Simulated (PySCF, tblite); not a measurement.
# C4H10BNO: geometry, infrared bands and NMR shifts

Aim: predict the infrared bands and NMR shifts of C4H10BNO (`CNB1CCOC1`).

The runs use tblite 0.8.0 and PySCF 2.14.0, with density-fitted response routines of our own; the level of theory stands in each step. All values are computed, except where a source is named. Atoms are numbered from 0 throughout.

### 1 The starting structure

17 atoms, charge 0, multiplicity 1; geometry from: force field or distance geometry start.

Bonds of the start (Å): C0–N1 1.47, N1–B2 1.49, B2–C3 1.60, C3–C4 1.51, C4–O5 1.37, O5–C6 1.38, C6–B2 1.60, C0–H7 1.11, C0–H8 1.10, C0–H9 1.10, N1–H10 1.05, C3–H11 1.11, C3–H12 1.11, C4–H13 1.11, C4–H14 1.11, C6–H15 1.10, C6–H16 1.11.

### 2 Relaxing the molecule with GFN2-xTB

What the job is given:

```
{"job": {"kind": "relax", "xc": "GFN2-xTB", "basis": "xTB"}, "charge": 0, "multiplicity": 1}
C      2.446800    -0.016600     0.351000
N      1.439400    -0.077700    -0.722000
B      0.045200     0.090600    -0.219000
C     -1.151600    -0.955900    -0.066400
C     -1.897000    -0.311400     1.072400
O     -1.840400     1.053000     0.931200
C     -0.730400     1.428900     0.205800
H      2.077100    -0.632800     1.198700
H      2.618300     1.011500     0.710800
H      3.415100    -0.414100     0.007200
H      1.566300    -1.031800    -1.152400
H     -1.709700    -0.928300    -1.026800
H     -0.763800    -1.962200     0.181400
H     -2.946100    -0.665300     1.170100
H     -1.407800    -0.610700     2.017100
H     -0.061400     2.140400     0.713600
H     -1.106900     1.894100    -0.733300
```

Started as:

```console
> OMP_NUM_THREADS=1 python probes_run.py task.json out
```

This one command runs all jobs of the session in turn.

**Question.** This job is followed by: GFN2-xTB harmonic vibrations, gas phase; GIAO PBE0/pcSseg-1 NMR shielding, non-relativistic, gas phase. What will the session give for the following? strongest single infrared mode (GFN2-xTB); zero-point energy (GFN2-xTB); 13C shifts against TMS (PBE0/pcSseg-1); 1H shifts against TMS (PBE0/pcSseg-1, means over atoms taken as alike); 15N shifts against NH3 (PBE0/pcSseg-1); 11B shifts against BF3·OEt2 (PBE0/pcSseg-1); 17O shifts against H2O (PBE0/pcSseg-1); surface potential, 1st and 99th percentile.

As calculated:

| quantity | value |
| --- | --- |
| strongest single infrared mode (GFN2-xTB) | 1537 cm⁻¹, 226 km/mol |
| zero-point energy (GFN2-xTB) | 89.9 kcal/mol |
| 13C shifts against TMS (PBE0/pcSseg-1) | 73.8, 64.1, 36.8, 23.1 ppm |
| 1H shifts against TMS (PBE0/pcSseg-1, means over atoms taken as alike) | 4.03, 4.01, 3.75, 2.94, 1.03 ppm |
| 15N shifts against NH3 (PBE0/pcSseg-1) | 108.6 ppm |
| 11B shifts against BF3·OEt2 (PBE0/pcSseg-1) | 48.3 ppm |
| 17O shifts against H2O (PBE0/pcSseg-1) | 42.0 ppm |
| surface potential, 1st and 99th percentile | -1.93 V and 1.65 V |

The optimisation took 90 steps and gained 1.285 eV; among the close pairs (by a distance rule), N1–B2 changed most, from 1.492 to 1.375 Å. No mode is imaginary among the 45: a minimum at this level. The strongest single mode, at 1537 cm⁻¹, moves mainly B2 and N1. GFN2-xTB is a fitted tight-binding method: band positions and strengths are rough. Its intensities can rank the bands wrongly. The most deshielded carbon is C4 (sp3 CH2 bonded to O), at 73.8 ppm: deshielded by the electronegative neighbour. At PBE0/pcSseg-1: Shielding is most anisotropic at O5 (span 156 ppm, paramagnetic term -102 ppm).
